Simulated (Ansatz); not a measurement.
# SiGeN (quartet): the correlation ladder at a displaced geometry (v2), cc-pVDZ

An exercise on one series of results from a longer session: the logs are not shown, and one member is left open.

Method: cc-pVDZ, core rule «outside noble gas», up to 20 orbitals frozen; program: Ansatz 0.2.0, Gaussian basis.

The runs, in order: UHF; CCSD(T) on UHF; CISD as a restricted active space (open shells left free, so some higher excitations enter); CCSDT(Q) on ROHF; CCSDT(Q) on UHF.

41 further runs of the same task are left out: 10 for a known fault of the program, 16 that didn't finish, 15 set aside as unsound or not needed. Runs told in other sessions of the task aren't counted.

## What is computed

The geometry is a PBE0/def2-TZVP stationary point (not a proven minimum) with its atoms shifted at random (size 0.100 Å). No spin-orbit coupling is included. The filled d shell of Ge may be among the frozen orbitals whatever the setting's name suggests.

3 atoms, charge 0, spin multiplicity 4.

Atoms are counted from 1 here; the program's logs count them from 0.

Bond lengths: Ge1–N2 1.715 Å, N2–Si3 1.654 Å. Angles: Ge1–N2–Si3 171.7°.

Set-up of the first run:

File in.yaml:

```yaml
crystal:
  periodic: [false, false, false]
  atoms:
    - {symbol: Ge, position_ang: [0.084376, 0.005225, 1.688798]}
    - {symbol: N, position_ang: [-0.080498, 0.013599, -0.018309]}
    - {symbol: Si, position_ang: [-0.003878, -0.018825, -1.670489]}
basis:
  gaussian: {orbitals: cc-pVDZ}
magnetization: {spin_polarized: true, initial_magnetization: 3}
hamiltonian: {xc: hf}
output: {orbitals: {seedname: orbitals}}
```

Started as:

```sh
$ ansatz run in.yaml --threads 1 --pin off --events-out ev --progress --plain --max-ram 2393MiB
```

Steps of the session up to this table: UHF; CCSD(T) on UHF; CISD as a restricted active space (open shells left free, so some higher excitations enter); CCSDT(Q) on ROHF; CCSDT(Q) on UHF.

One table of the session follows, with a row left open; its other results are not shown here.

```
   method  from UCCSDT(Q) (meV)
      UHF               +8979.6
     UMP2                     ?
    UCCSD                +778.7
 UCCSD(T)                +288.1
   UCCSDT                +130.2
UCCSDT(Q)                     0
```

Estimate the missing values for UMP2.

As computed: from UCCSDT(Q) (meV): +1557.9. In the column «from UCCSDT(Q) (meV)» it lies between UCCSD (+778.7) and UHF (+8979.6).

Not comparable, so not listed: CISD as a restricted active space (open shells left free, so some higher excitations enter); CCSDT(Q) on ROHF (they don't share determinant, frozen orbitals or solution with the rows shown, or repeat one).

Caveats from the session: The report flags that the cluster equations may have other roots.
